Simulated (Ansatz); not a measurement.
# GeH4OSSe: up Jacob's ladder to CCSD(T)

One table from this session's results is given with a row withheld; the runs are named, their logs left out.

Method: functionals in def2-TZVPP, the program's frozen cores in correlated methods; program: Ansatz 0.2.0, Gaussian basis.

Levels to be run: LDA (SPW92), PBE-D4, revPBE-D4, BLYP-D4, r2SCAN-D4, B97M-V, PBE0-D4, B3LYP-D4, r2SCANh-D4, r2SCAN0-D4, HSE06-D4, BHLYP-D4, CAM-B3LYP-D4, LC-ωPBE, ωB97X-V, ωB97M-V, B2PLYP, PBE-QIDH; CCSD(T)/def2-SVP; CCSD(T)/def2-TZVPP; MP2/def2-QZVPP; extrapolation to the limit; RPA on PBE.

**The geometry**

The geometry comes from an earlier relaxation with PBE0-D4 in a triple-zeta def2 set; it is a stationary point, not always the lowest conformer.

8 atoms, charge 0, spin multiplicity 1.

Atoms are counted from 1 here; the program's logs count them from 0.

Bond lengths: O1–Ge2 1.773 Å, O1–H5 0.961 Å, Ge2–S3 2.218 Å, Ge2–Se4 2.348 Å, Ge2–H6 1.531 Å, S3–H7 1.345 Å, Se4–H8 1.469 Å. Angles: Ge2–O1–H5 112.4°, O1–Ge2–S3 109.4°, O1–Ge2–Se4 113.8°, O1–Ge2–H6 103.6°, S3–Ge2–Se4 105.8°, S3–Ge2–H6 114.8°, Se4–Ge2–H6 109.7°, Ge2–S3–H7 93.1°, Ge2–Se4–H8 91.7°.

The first run:

The input, in.yaml:

```yaml
crystal:
  periodic: [false, false, false]
  atoms:
    - {symbol: O, position_ang: [-1.382868, -0.581650, 0.844264]}
    - {symbol: Ge, position_ang: [-0.376444, 0.083758, -0.455196]}
    - {symbol: S, position_ang: [1.026934, 1.578121, 0.391427]}
    - {symbol: Se, position_ang: [0.966377, -1.515722, -1.528453]}
    - {symbol: H, position_ang: [-0.865858, -1.054181, 1.502256]}
    - {symbol: H, position_ang: [-1.395582, 0.649983, -1.446992]}
    - {symbol: H, position_ang: [0.082120, 2.128679, 1.174345]}
    - {symbol: H, position_ang: [2.037321, -1.345988, -0.537452]}
basis:
  gaussian: {orbitals: def2-TZVPP}
hamiltonian: {xc: lda}
output: {orbitals: {seedname: orbitals}}
```

Steps of the session up to this table: LDA; PBE-D4 (GGA); revPBE-D4 (GGA); BLYP-D4 (GGA); r2SCAN-D4 (meta-GGA); B97M-V (meta-GGA); PBE0-D4 (hybrid); B3LYP-D4 (hybrid); r2SCANh-D4 (hybrid); r2SCAN0-D4 (hybrid); HSE06-D4 (hybrid); BHLYP-D4 (hybrid); CAM-B3LYP-D4 (range-separated); LC-ωPBE (range-separated); ωB97X-V (range-separated); ωB97M-V (range-separated); B2PLYP (double hybrid); PBE-QIDH (double hybrid).

One table of the session follows, with a row left open; its other results are not shown here.

It belongs to the step «Frontier levels by functional». 

```
  functional  HOMO (eV)  gap (eV)
 LDA (SPW92)      -6.32      4.40
      PBE-D4      -6.17      4.50
   revPBE-D4      -6.12      4.54
     BLYP-D4      -6.00      4.39
   r2SCAN-D4          ?         ?
      B97M-V      -6.53      5.14
     PBE0-D4      -7.36      6.59
    B3LYP-D4      -7.11      6.05
  r2SCANh-D4      -6.91      5.78
  r2SCAN0-D4      -7.56      6.91
    HSE06-D4      -6.97      5.82
    BHLYP-D4      -8.38      8.55
CAM-B3LYP-D4      -8.65      8.88
     LC-ωPBE     -10.04     11.46
     ωB97X-V      -9.68     11.00
     ωB97M-V      -9.54     10.68
```

Estimate the missing values for r2SCAN-D4.

Worked estimate for «HOMO (eV)». Against the share of exact exchange, r2SCANh-D4 (0.1, -6.91), r2SCAN0-D4 (0.25, -7.56) give a slope of -4.33 per unit share; at 0 the line stands at -6.48.

The run gave: HOMO (eV): -6.47; gap (eV): 5.02. In «HOMO (eV)» the line misses by -0.01.
